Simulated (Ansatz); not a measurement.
# GaH₄+ (singlet): from Hartree-Fock to the top rungs at distance Ga1–H2 = 1.684 Å, cc-pVDZ

One table from this session's results is given with a row withheld; the runs are named, their logs left out.

Computed with Ansatz 0.2.0, Gaussian basis. Level: cc-pVDZ, core rule «outside noble gas», up to 14 orbitals frozen.

Plan: UHF; CCSD(T) on RHF; BCCD(T) on RHF; CISD; CCSDT(Q) on RHF; CASSCF and MRCISD+Q, 2 electrons in 2 orbitals; CASSCF and NEVPT2, 2 electrons in 2 orbitals; Full CI.

35 further runs of the same task are left out: 22 for a known fault of the program, 10 that didn't finish, 3 set aside as unsound or not needed.

## What is computed

The geometry derives from a PBE0/def2-TZVP stationary point (not a proven minimum). One bond is set to the value named and the two fragments are kept rigid. No spin-orbit coupling is included. The filled d shell of Ga may be among the frozen orbitals whatever the setting's name suggests; the logs give the count.

5 atoms, charge 1, spin multiplicity 1.

Atoms are counted from 1 here; the program's logs count them from 0.

Bond lengths: Ga1–H2 1.684 Å, Ga1–H4 1.527 Å, H3–H5 0.765 Å. Angles: H2–Ga1–H4 169.3°.

The first run:

Input file in.yaml:

```yaml
crystal:
  periodic: [false, false, false]
  atoms:
    - {symbol: Ga, position_ang: [0.000000, -0.002131, -0.054994]}
    - {symbol: H, position_ang: [0.000000, 1.674500, -0.212352]}
    - {symbol: H, position_ang: [0.000000, 0.380391, 2.107090]}
    - {symbol: H, position_ang: [0.000000, -1.522804, -0.197715]}
    - {symbol: H, position_ang: [0.000000, -0.384653, 2.107090]}
basis:
  gaussian: {orbitals: cc-pVDZ}
total_charge: 1
magnetization: {spin_polarized: true, initial_magnetization: 0}
hamiltonian: {xc: hf}
output: {orbitals: {seedname: orbitals}}
```

Run with:

```console
$ ansatz run in.yaml --threads 1 --pin off --events-out ev --progress --plain --max-ram 2393MiB
```

Among the steps run: UHF; CCSD(T) on RHF; BCCD(T) on RHF; CISD; CCSDT(Q) on RHF; CASSCF and MRCISD+Q, 2 electrons in 2 orbitals; CASSCF and NEVPT2, 2 electrons in 2 orbitals; Full CI.

One of the session's tables, all rows but one given; the rest of the session is left out.

```
       method  from FCI (kcal/mol)
          RHF               +66.40
         RMP2                    ?
        RCCSD                +0.88
     RCCSD(T)                +0.25
      BCCD(T)                +0.24
       RCCSDT                +0.03
    RCCSDT(Q)                +0.01
  CASSCF pair               +54.96
  NEVPT2 pair               +15.30
  MRCISD pair                +2.05
MRCISD+Q pair                -0.63
          FCI                    0
```

Q: Estimate the row for RMP2 from the others.

**Answer.** from FCI (kcal/mol): +16.88. In the column «from FCI (kcal/mol)» it lies between NEVPT2 pair (+15.30) and CASSCF pair (+54.96).

Not comparable, so not listed: CISD (they don't share determinant, frozen orbitals or solution with the rows shown, or repeat one).

To keep in mind: MRCISD+Q pair falls below full CI: the +Q correction isn't variational, and the cores differ from full CI's.
